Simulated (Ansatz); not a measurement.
# GaBNH+ (quartet): from Hartree-Fock to the top rungs, cc-pVDZ

Aim: climb from Hartree-Fock through coupled cluster for GaBNH+ (quartet) at one geometry and basis, and see what each rung misses.

The runs use Ansatz 0.2.0, Gaussian basis; cc-pVDZ, core rule «outside noble gas», up to 16 orbitals frozen.

The runs, in order: UHF; CCSD(T) on ROHF; CCSD(T) on UHF; BCCD(T) on ROHF; CISD as a restricted active space (open shells left free, so some higher excitations enter); CCSDT(Q) on ROHF; CCSDT(Q) on UHF.

24 further runs of the same task are left out: 7 that didn't finish, 17 set aside as unsound or not needed. Runs told in other sessions of the task aren't counted.

### 1 The system

The geometry is a PBE0/def2-TZVP stationary point (not a proven minimum) of the parent state, kept for this charge and spin. No spin-orbit coupling is included. The filled d shell of Ga may be among the frozen orbitals whatever the setting's name suggests.

4 atoms, charge 1, spin multiplicity 4.

Atoms are counted from 1 here; the program's logs count them from 0.

Bond lengths: Ga1–N3 1.835 Å, Ga1–H4 1.597 Å, B2–N3 1.258 Å. Angles: N3–Ga1–H4 117.2°, Ga1–N3–B2 162.7°.

As a file:

```
atom    x (Å)     y (Å)     z (Å)
 Ga1  0.00000  -0.04809   0.60345
  B2  0.00000  -0.04172  -2.45525
  N3  0.00000   0.18014  -1.21704
  H4  0.00000   1.27064   1.50401
```

### 2 UHF

in.yaml

```yaml
crystal:
  periodic: [false, false, false]
  atoms:
    - {symbol: Ga, position_ang: [0.000000, -0.048088, 0.603452]}
    - {symbol: B, position_ang: [0.000000, -0.041715, -2.455252]}
    - {symbol: N, position_ang: [0.000000, 0.180136, -1.217037]}
    - {symbol: H, position_ang: [0.000000, 1.270639, 1.504012]}
basis:
  gaussian: {orbitals: cc-pVDZ}
total_charge: 1
magnetization: {spin_polarized: true, initial_magnetization: 3}
hamiltonian: {xc: hf}
output: {orbitals: {seedname: orbitals}}
```

Command:

```sh
> ansatz run in.yaml --threads 1 --pin off --events-out ev --progress --plain --max-ram 2393MiB
```

Further steps of the session: CCSD(T) on ROHF; CCSD(T) on UHF; BCCD(T) on ROHF; CISD as a restricted active space (open shells left free, so some higher excitations enter); CCSDT(Q) on ROHF; CCSDT(Q) on UHF.

Before running them: what should the planned runs give, taken together? Wanted: UCCSDT(Q) from the RHF energy; RMP2 from UCCSDT(Q); UMP2 from UCCSDT(Q); RCCSD from UCCSDT(Q); RCCSD(T) from UCCSDT(Q); UCCSD(T) from UCCSDT(Q); RCCSDT(Q) from UCCSDT(Q); T1 diagnostic.

The runs gave:

```
                         quantity                      value
    UCCSDT(Q) from the ROHF energy                 -6.4962 eV
              RMP2 from UCCSDT(Q)            +23.73 kcal/mol
              UMP2 from UCCSDT(Q)            +23.46 kcal/mol
             RCCSD from UCCSDT(Q)             +5.84 kcal/mol
          RCCSD(T) from UCCSDT(Q)             +1.39 kcal/mol
          UCCSD(T) from UCCSDT(Q)             +1.20 kcal/mol
         RCCSDT(Q) from UCCSDT(Q)             +0.23 kcal/mol
levels within 1 kcal/mol (43 meV)  RCCSDT, UCCSDT, RCCSDT(Q)
                    T1 diagnostic                      0.030
```

What this shows: RCCSD(T) lands +1.39 kcal/mol from the yardstick (0.9 % of the correlation energy). These misses are within one basis, not against nature; the frozen cores of restricted and unrestricted runs differ, which can shift their rows.
